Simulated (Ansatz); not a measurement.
# Ni (fcc type): how the settings move a single-point run

Aim: see which settings change the result for Ni (fcc type), by how much, and at what cost.

Computed with Ansatz 0.2.0 (reference: DFT, PBE, PAW with other files of Ansatz's library (level accurate), scalar-relativistic, unless a step's input says otherwise).

**1. Starting point**

It takes space group Fm-3m (No. 225, cubic). The conventional cell has a = 2.696 Å, b = 2.696 Å, c = 2.696 Å, α = 90.00°, β = 90.00°, γ = 90.00°. Ni (site symmetry m-3m) has 12 Ni at 1.91 Å as nearest neighbours.

As a file:

```cif
data_structure
_symmetry_space_group_name_H-M 'P 1'
_symmetry_Int_Tables_number 1
_cell_length_a 1.9063
_cell_length_b 1.9063
_cell_length_c 1.9063
_cell_angle_alpha 60.000
_cell_angle_beta 60.000
_cell_angle_gamma 60.000
_cell_volume 4.90
loop_
_atom_site_label
_atom_site_type_symbol
_atom_site_fract_x
_atom_site_fract_y
_atom_site_fract_z
_atom_site_occupancy
Ni1 Ni 0.00000 0.00000 0.00000 1
```

**2. Reference**

input.yaml

```yaml
crystal:
  lattice:
    - [0.0, 1.3479749894, 1.3479749894]
    - [1.3479749894, 0.0, 1.3479749894]
    - [1.3479749894, 1.3479749894, 0.0]
  atoms:
    - { symbol: Ni, position: [0.0, 0.0, 0.0], spin: 1.0 }
magnetization:
  spin_polarized: true
kpoints:
  mp_grid: { grid: [18, 18, 18] }
scf:
  occupations: { method: fermi_dirac, width: 0.05 }
hamiltonian:
  xc: pbe
  pseudopotentials: { kind: paw, level: accurate }
output:
  forces: true
  stress: true
  eigenvalues: true
```

Run with:

```sh
ansatz run input.yaml --threads 1 --pin off --max-ram 3072MiB --backend cpu --events-out ev --progress --plain --runs-dir out
```

**3. Variant: occupations.method cold, occupations.width 0.001, ecutwfc 400 eV, ecutrho_ratio 9**

input.yaml: that of step 2 with these lines changed.

```diff
@@ -12,3 +12,3 @@
 scf:
-  occupations: { method: fermi_dirac, width: 0.05 }
+  occupations: { method: cold, width: 0.001 }
 hamiltonian:
@@ -20 +20,4 @@
   eigenvalues: true
+basis:
+  ecutwfc: "400 eV"
+  ecutrho_ratio: 9
```

Before running it: what results should come out? Wanted: for each run, ending; energy change; pressure; abs. moment; force.

The runs gave:

| run | ending | energy change | pressure (GPa) | abs. moment (μB) | force (eV/Å) | cycles | time |
| --- | --- | --- | --- | --- | --- | --- | --- |
| reference | converged | 0 | 1040.2 | 0.00 | 0.00 | 10 | 7.9 s |
| 1: occupations.method cold, occupations.width 0.001, ecutwfc 400 eV, ecutrho_ratio 9 | converged | +12.89 eV/atom (σ→0) | 974.6 | 0.36 | 0.00 | 8 | 3.1 s |

Residual by cycle in the longest SCF loop of each run; runs are numbered as in the table. The quantity is the density residual dr2, in eV.

| cycle | reference | run 1 |
| --- | --- | --- |
| 1 | 0.139 | 1.56 |
| 2 | 0.00698 | 0.0603 |
| 3 | 0.0547 | 0.0982 |
| 4 | 0.00153 | 0.00241 |
| 5 | 0.00113 | 4.6e-5 |
| 6 | 1.7e-4 | 1.6e-6 |
| 7 | 6.8e-7 | 4.2e-9 |
| 8 | 8.6e-8 | 5.1e-9 |
| 9 | 2.8e-11 | - |
| 10 | 1.1e-11 | - |

What this shows: Changing the smearing, cutoff and numerical grids moves the energy by +12.89 eV/atom (σ→0 values), and the pressure goes from 1040.2 to 974.6 GPa and the absolute moment goes from 0.00 to 0.36 μB. More than one kind of setting changed, and this run alone doesn't tell their shares apart. The log warns that the cutoff is under what these potentials recommend, so the shift holds truncation error. Cost: 8 SCF cycles against 10, 3.1 s against 7.9 s. Run 1 ran under the cutoff that the potentials recommend, as the log warns, so basis error is mixed into its values. The structure is not at rest: the sound run finds 1040 GPa, so these are no properties of the relaxed crystal. 
